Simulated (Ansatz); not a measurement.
**CH₃Al₂Cl: up Jacob's ladder to CCSD(T)**

How much do the methods differ for CH₃Al₂Cl? The plan is to run it at one geometry with functionals of several rungs and with coupled cluster. The yardstick is the atomisation energy at the CCSD(T) limit.

The runs use Ansatz 0.2.0, Gaussian basis; functionals in def2-TZVPP, the program's frozen cores in correlated methods.

Plan: LDA (SPW92), PBE-D4, revPBE-D4, BLYP-D4, r2SCAN-D4, B97M-V, PBE0-D4, B3LYP-D4, r2SCANh-D4, r2SCAN0-D4, HSE06-D4, BHLYP-D4, CAM-B3LYP-D4, LC-ωPBE, ωB97X-V, ωB97M-V, B2PLYP, PBE-QIDH; CCSD(T)/def2-SVP; CCSD(T)/def2-TZVPP; MP2/def2-QZVPP; extrapolation to the limit; RPA on PBE.

## Step 1: Structure used throughout

All runs share one geometry, relaxed beforehand with PBE0-D4 in a triple-zeta def2 set.

SMILES `[Cl][Al]1[CH2][AlH]1`, 7 atoms, charge 0, spin multiplicity 1.

Atoms are counted from 1 here; the program's logs count them from 0.

Bond lengths: Cl1–Al2 2.103 Å, Al2–C3 1.954 Å, Al2–Al4 2.429 Å, C3–Al4 1.961 Å, C3–H5 1.091 Å, C3–H6 1.124 Å, Al4–H7 1.591 Å. Angles: Cl1–Al2–C3 134.5°, Cl1–Al2–Al4 170.5°, C3–Al2–Al4 51.8°, Al2–C3–Al4 76.7°, Al2–C3–H5 139.7°, Al2–C3–H6 88.4°, Al4–C3–H5 134.3°, Al4–C3–H6 96.4°, H5–C3–H6 108.3°, Al2–Al4–C3 51.5°, Al2–Al4–H7 162.4°, C3–Al4–H7 137.7°.

## Step 2: LDA

This LDA is Slater exchange with PW92 correlation.

in.yaml

```yaml
crystal:
  periodic: [false, false, false]
  atoms:
    - {symbol: Cl, position_ang: [-2.039859, -2.335167, 1.272236]}
    - {symbol: Al, position_ang: [-0.784198, -1.080626, 0.144041]}
    - {symbol: C, position_ang: [0.320638, 0.478675, 0.553695]}
    - {symbol: Al, position_ang: [0.348760, 0.407556, -1.405773]}
    - {symbol: H, position_ang: [0.384541, 1.282563, 1.287795]}
    - {symbol: H, position_ang: [1.186793, -0.218599, 0.717455]}
    - {symbol: H, position_ang: [0.644626, 1.397699, -2.615150]}
basis:
  gaussian: {orbitals: def2-TZVPP}
hamiltonian: {xc: lda}
output: {orbitals: {seedname: orbitals}}
```

Run with:

```console
> ansatz run in.yaml --threads 2 --pin off --events-out ev --progress --plain --max-ram 4352MiB
```

Further steps of the session: PBE-D4 (GGA); revPBE-D4 (GGA); BLYP-D4 (GGA); r2SCAN-D4 (meta-GGA); B97M-V (meta-GGA); B3LYP-D4 (hybrid); r2SCANh-D4 (hybrid); r2SCAN0-D4 (hybrid); HSE06-D4 (hybrid); BHLYP-D4 (hybrid); CAM-B3LYP-D4 (range-separated); LC-ωPBE (range-separated); ωB97X-V (range-separated); ωB97M-V (range-separated); B2PLYP (double hybrid); PBE-QIDH (double hybrid); CCSD(T) in def2-SVP; CCSD(T) in def2-TZVPP; MP2 in def2-QZVPP; RPA on PBE orbitals.

Before running them: what should the planned runs give, taken together? Wanted: atomisation energy, CCSD(T)/CBS; farthest beyond LDA; mean size of error, GGA; mean size of error, meta-GGA; mean size of error, hybrid; mean size of error, range-separated; mean size of error, double hybrid; gap, smallest and largest; T1 diagnostic.

As calculated:

| quantity | value |
| --- | --- |
| atomisation energy, CCSD(T)/CBS | 2100.5 kJ/mol |
| functionals within 10.5 kJ/mol (0.5 %) | PBE0-D4, r2SCANh-D4, r2SCAN0-D4, HSE06-D4, ωB97X-V, ωB97M-V, PBE-QIDH |
| farthest beyond LDA | BHLYP-D4 (-76.0 kJ/mol) |
| mean size of error, GGA | 33.5 kJ/mol |
| mean size of error, meta-GGA | 35.2 kJ/mol |
| mean size of error, hybrid | 21.8 kJ/mol |
| mean size of error, range-separated | 11.5 kJ/mol |
| mean size of error, double hybrid | 25.2 kJ/mol |
| gap, smallest and largest | 2.11 eV (LDA (SPW92)), 8.14 eV (LC-ωPBE) |
| T1 diagnostic | 0.0129 |
| triples share of the correlation energy | 4.4 % |

What this shows: LDA overbinds by 276.0 kJ/mol (13 %). PBE-D4 misses by +22.4 kJ/mol. Double hybrids carry the basis error of their MP2 part in triple zeta, and no dispersion term here, so their miss is partly the set-up's. By mean error the best rung here is range-separated (11.5 kJ/mol) and the worst beyond LDA is meta-GGA (35.2 kJ/mol). The reference freezes the cores and leaves out relativity and excitations past (T), so misses under about 10.5 kJ/mol can't be ranked. Hartree-Fock recovers 73 % of the binding; the rest is correlation. CCSD(T) in def2-SVP is off by -136.9 kJ/mol, more than most functionals: a good method in a small basis is no reference. Orbital gaps span 2.1 to 8.1 eV; exact exchange widens them.
